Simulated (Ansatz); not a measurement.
# C₂H₅GeNO: basis-set convergence

One table from this session's results is given with a row withheld; the runs are named, their logs left out.

Method: one geometry, several basis sets; program: Ansatz 0.2.0, Gaussian basis.

The runs, in order: PBE0-D4/def2-SVP; ωB97M-V/def2-SVP; PBE0-D4/def2-QZVPP; ωB97M-V/def2-QZVPP; the functionals' def2-TZVPP values are taken from earlier runs.

## The relaxed structure

All runs share one geometry, relaxed beforehand with PBE0-D4 in a triple-zeta def2 set.

SMILES `C[O][GeH2][C]#N`, 10 atoms, charge 0, spin multiplicity 1.

Atoms are counted from 1 here; the program's logs count them from 0.

Bond lengths: C1–O2 1.411 Å, C1–H6 1.098 Å, C1–H7 1.098 Å, C1–H8 1.091 Å, O2–Ge3 1.765 Å, Ge3–C4 1.920 Å, Ge3–H9 1.534 Å, Ge3–H10 1.534 Å, C4–N5 1.151 Å. Angles: O2–C1–H6 112.1°, O2–C1–H7 112.1°, O2–C1–H8 107.6°, H6–C1–H7 108.5°, H6–C1–H8 108.2°, H7–C1–H8 108.2°, C1–O2–Ge3 118.0°, O2–Ge3–C4 103.5°, O2–Ge3–H9 111.1°, O2–Ge3–H10 111.1°, C4–Ge3–H9 108.8°, C4–Ge3–H10 108.8°, H9–Ge3–H10 113.1°, Ge3–C4–N5 177.7°.

Set-up of the first run:

in.yaml reads:

```yaml
crystal:
  periodic: [false, false, false]
  atoms:
    - {symbol: C, position_ang: [-1.161287, 1.208098, 0.527716]}
    - {symbol: O, position_ang: [-0.626572, 0.311975, -0.421951]}
    - {symbol: Ge, position_ang: [0.794490, -0.630361, 0.035014]}
    - {symbol: C, position_ang: [1.154921, -1.686642, -1.526910]}
    - {symbol: N, position_ang: [1.407068, -2.338546, -2.441254]}
    - {symbol: H, position_ang: [-0.441386, 1.985819, 0.813069]}
    - {symbol: H, position_ang: [-1.498217, 0.693955, 1.436928]}
    - {symbol: H, position_ang: [-2.025278, 1.694990, 0.072273]}
    - {symbol: H, position_ang: [1.999007, 0.280804, 0.302927]}
    - {symbol: H, position_ang: [0.480455, -1.571093, 1.205188]}
basis:
  gaussian: {orbitals: def2-SVP}
hamiltonian: {xc: pbe0, dispersion: d4}
output: {orbitals: {seedname: orbitals}}
```

Steps of the session up to this table: PBE0-D4 in def2-SVP; ωB97M-V in def2-SVP; PBE0-D4 in def2-QZVPP; ωB97M-V in def2-QZVPP.

One of the session's tables, all rows but one given; the rest of the session is left out.

It belongs to the step «Functionals by basis». 

| functional | basis | HOMO (eV) |
| --- | --- | --- |
| PBE0-D4 | def2-SVP | -8.34 |
| PBE0-D4 | def2-TZVPP | -8.46 |
| PBE0-D4 | def2-QZVPP | -8.50 |
| ωB97M-V | def2-SVP | -10.70 |
| ωB97M-V | def2-TZVPP | ? |
| ωB97M-V | def2-QZVPP | -10.89 |

Estimate the missing values for ωB97M-V, def2-TZVPP.

The run gave: HOMO (eV): -10.86. In the column «HOMO (eV)» it lies between ωB97M-V, def2-QZVPP (-10.89) and ωB97M-V, def2-SVP (-10.70).
